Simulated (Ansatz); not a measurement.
# C2H3BClF: basis-set convergence

Aim: see how fast density functionals converge with the basis set for C2H3BClF.

Computed with Ansatz 0.2.0, Gaussian basis. Level: one geometry, several basis sets.

The runs, in order: PBE0-D4/def2-SVP; ωB97M-V/def2-SVP; PBE0-D4/def2-QZVPP; ωB97M-V/def2-QZVPP; the functionals' def2-TZVPP values are taken from earlier runs.

**1. The relaxed structure**

An earlier PBE0-D4 in a triple-zeta def2 set relaxation fixed the geometry.

SMILES `F[C@H]1B[C@@H]1Cl`, 8 atoms, charge 0, spin multiplicity 1.

Atoms are counted from 1 here; the program's logs count them from 0.

Bond lengths: F1–C2 1.365 Å, C2–B3 1.541 Å, C2–C4 1.485 Å, C2–H6 1.095 Å, B3–C4 1.538 Å, B3–H7 1.182 Å, C4–Cl5 1.751 Å, C4–H8 1.098 Å. Angles: F1–C2–B3 129.8°, F1–C2–C4 121.8°, F1–C2–H6 111.5°, B3–C2–C4 61.0°, B3–C2–H6 110.8°, C4–C2–H6 112.9°, C2–B3–C4 57.7°, C2–B3–H7 153.1°, C4–B3–H7 149.0°, C2–C4–B3 61.3°, C2–C4–Cl5 124.8°, C2–C4–H8 112.1°, B3–C4–Cl5 134.8°, B3–C4–H8 103.7°, Cl5–C4–H8 111.2°.

Geometry (Å):

```csv
atom,x (Å),y (Å),z (Å)
F1,-1.1072,-0.1725,1.6463
C2,-0.2451,0.3181,0.7090
B3,1.0431,-0.3019,0.1329
C4,-0.2484,-0.1753,-0.6920
Cl5,-0.7372,0.7680,-2.0834
H6,-0.1550,1.4070,0.7776
H7,2.1553,-0.6922,0.2195
H8,-0.6132,-1.2083,-0.7656
```

**2. PBE0-D4 in def2-SVP**

File in.yaml:

```yaml
crystal:
  periodic: [false, false, false]
  atoms:
    - {symbol: F, position_ang: [-1.107230, -0.172497, 1.646347]}
    - {symbol: C, position_ang: [-0.245070, 0.318147, 0.709021]}
    - {symbol: B, position_ang: [1.043113, -0.301889, 0.132864]}
    - {symbol: C, position_ang: [-0.248438, -0.175256, -0.692008]}
    - {symbol: Cl, position_ang: [-0.737164, 0.767973, -2.083394]}
    - {symbol: H, position_ang: [-0.154984, 1.406974, 0.777561]}
    - {symbol: H, position_ang: [2.155280, -0.692248, 0.219464]}
    - {symbol: H, position_ang: [-0.613206, -1.208302, -0.765554]}
basis:
  gaussian: {orbitals: def2-SVP}
hamiltonian: {xc: pbe0, dispersion: d4}
output: {orbitals: {seedname: orbitals}}
```

Launch:

```console
> ansatz run in.yaml --threads 2 --pin off --events-out ev --progress --plain --max-ram 4352MiB
```

The runs that follow: ωB97M-V in def2-SVP; PBE0-D4 in def2-QZVPP; ωB97M-V in def2-QZVPP.

Q: Predict the results of all the runs planned. Wanted: PBE0-D4: double and triple zeta above quadruple; ωB97M-V: double and triple zeta above quadruple.

The runs gave:

| quantity | value |
| --- | --- |
| PBE0-D4: double and triple zeta above quadruple | 11.39, 0.67 eV |
| ωB97M-V: double and triple zeta above quadruple | 11.51, 0.63 eV |

What this shows: For PBE0-D4 the step from double to triple zeta gains 10.72 eV and the next only 0.67 eV. These are total energies; as a rule much of such shifts cancels in differences, which this series doesn't test.
